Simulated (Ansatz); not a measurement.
# AlBH₂SO: small, medium and large basis sets

Aim: see how fast density functionals converge with the basis set for AlBH₂SO.

Computed with Ansatz 0.2.0, Gaussian basis. Level: one geometry, several basis sets.

Plan: PBE0-D4/def2-SVP; ωB97M-V/def2-SVP; PBE0-D4/def2-QZVPP; ωB97M-V/def2-QZVPP; the functionals' def2-TZVPP values are taken from earlier runs.

## (1) The relaxed structure

All runs share one geometry, relaxed beforehand with PBE0-D4 in a triple-zeta def2 set.

SMILES `S[B]1[O][AlH]1`, 6 atoms, charge 0, spin multiplicity 1.

Atoms are counted from 1 here; the program's logs count them from 0.

Bond lengths: S1–B2 1.793 Å, S1–H5 1.341 Å, B2–O3 1.344 Å, B2–Al4 1.979 Å, O3–Al4 1.792 Å, Al4–H6 1.579 Å. Angles: B2–S1–H5 94.9°, S1–B2–O3 130.4°, S1–B2–Al4 167.8°, O3–B2–Al4 61.8°, B2–O3–Al4 76.8°, B2–Al4–O3 41.4°, B2–Al4–H6 164.9°, O3–Al4–H6 123.5°.

## (2) PBE0-D4 in def2-SVP

File in.yaml:

```yaml
crystal:
  periodic: [false, false, false]
  atoms:
    - {symbol: S, position_ang: [-0.747688, -0.098001, -2.110895]}
    - {symbol: B, position_ang: [-0.034787, -0.112630, -0.465908]}
    - {symbol: O, position_ang: [1.067887, -0.724212, 0.000189]}
    - {symbol: Al, position_ang: [0.425395, 0.119234, 1.445029]}
    - {symbol: H, position_ang: [-1.779817, 0.692146, -1.780443]}
    - {symbol: H, position_ang: [1.111112, 0.059563, 2.865827]}
basis:
  gaussian: {orbitals: def2-SVP}
hamiltonian: {xc: pbe0, dispersion: d4}
output: {orbitals: {seedname: orbitals}}
```

Started as:

```
$ ansatz run in.yaml --threads 2 --pin off --events-out ev --progress --plain --max-ram 4352MiB
```

After this run come: ωB97M-V in def2-SVP; PBE0-D4 in def2-QZVPP; ωB97M-V in def2-QZVPP.

Before running them: what should the planned runs give, taken together? Wanted: PBE0-D4: double and triple zeta above quadruple; ωB97M-V: double and triple zeta above quadruple.

As calculated:

| quantity | value |
| --- | --- |
| PBE0-D4: double and triple zeta above quadruple | 9.97, 0.69 eV |
| ωB97M-V: double and triple zeta above quadruple | 9.95, 0.66 eV |

In words: For PBE0-D4 the step from double to triple zeta gains 9.27 eV and the next only 0.69 eV. These are total energies; as a rule much of such shifts cancels in differences, which this series doesn't test.
